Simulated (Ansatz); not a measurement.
This script makes an atomisation energy of CH7OSi2, SMILES C[SiH2]O[SiH2] with Ansatz 0.2.0, Python API.

Script `run_tae.py`:
```python
"""Atomisation energy of CH7OSi2 at the given geometry."""

from collections import Counter

import ansatz

BASIS_SET = "def2-SVPD"
XC = "hf"


def total_energy(molecule, charge=0, unpaired=0):
    calc = molecule.calculation().basis(gaussian=BASIS_SET).functional(XC)
    if charge:
        calc = calc.charge(charge)
    if unpaired:
        calc = calc.spin("collinear", total=unpaired)
    return calc.run().report["free_energy_ev"]

GEOMETRY = """
C    -0.77990    1.33900    0.11540
Si   -0.18850   -0.10040    1.00010
O     1.12680   -0.76430    0.28420
Si    1.68140   -1.51460   -1.10720
H    -1.12530    1.12330   -0.93570
H    -1.70260    1.81830    0.61030
H    -0.04270    2.17230    0.04800
H    -1.20630   -1.11470    1.07440
H     0.16700    0.30280    2.43300
H     1.39050   -0.59710   -2.21730
H     0.74500   -2.72160   -1.28430
"""

system = ansatz.Crystal.molecule()
for line in GEOMETRY.strip().splitlines():
    symbol, *xyz = line.split()
    system = system.atom(symbol, [float(v) for v in xyz])

# Hund ground states
unpaired = {"C": 2, "Si": 2, "O": 2, "H": 1}
counts = Counter(site.symbol for site in system.cartesian_sites)
atom_energy = {s: total_energy(ansatz.Crystal.molecule().atom(s, (0, 0, 0)), 0, unpaired[s]) for s in counts}
whole = total_energy(system, 0, 1)
for s, e in atom_energy.items():
    print(f"{s:2s} x{counts[s]}  {e:14.5f} eV")
print(f"CH7OSi2: {whole:.5f} eV")
split = sum(counts[s] * e for s, e in atom_energy.items()) - whole
print(f"atomisation energy (no zero-point term): {split:.3f} eV, {split / sum(counts.values()):.3f} eV an atom")
```

What does it cost to take this molecule apart into atoms?

29.274 eV from the electronic energies, without the zero-point term.

What the script printed:

```console
$ python run_tae.py
C  x1     -1024.40679 eV
Si x2     -7857.40309 eV
O  x1     -2033.34983 eV
H  x7       -13.58606 eV
CH7OSi2: -18896.93873 eV
atomisation energy (no zero-point term): 29.274 eV, 2.661 eV an atom
```

What to keep in mind:
- Total energies depend on the basis set; only differences at equal settings carry meaning.
- The geometry is a force-field or estimated start, not a minimum of this method, and the basis set is short of its limit. All parts are taken at fixed geometry, without zero-point energy.
- The species is open-shell (spin multiplicity 2).
- Hartree-Fock leaves correlation out, so bond, atomisation and ionisation energies come out well too low.
- Wall time of the script: 5.7 s on 1 thread of AMD EPYC 7R43 64-Core Processor (Zen 3) (shared host), peak memory 0.45 GiB.
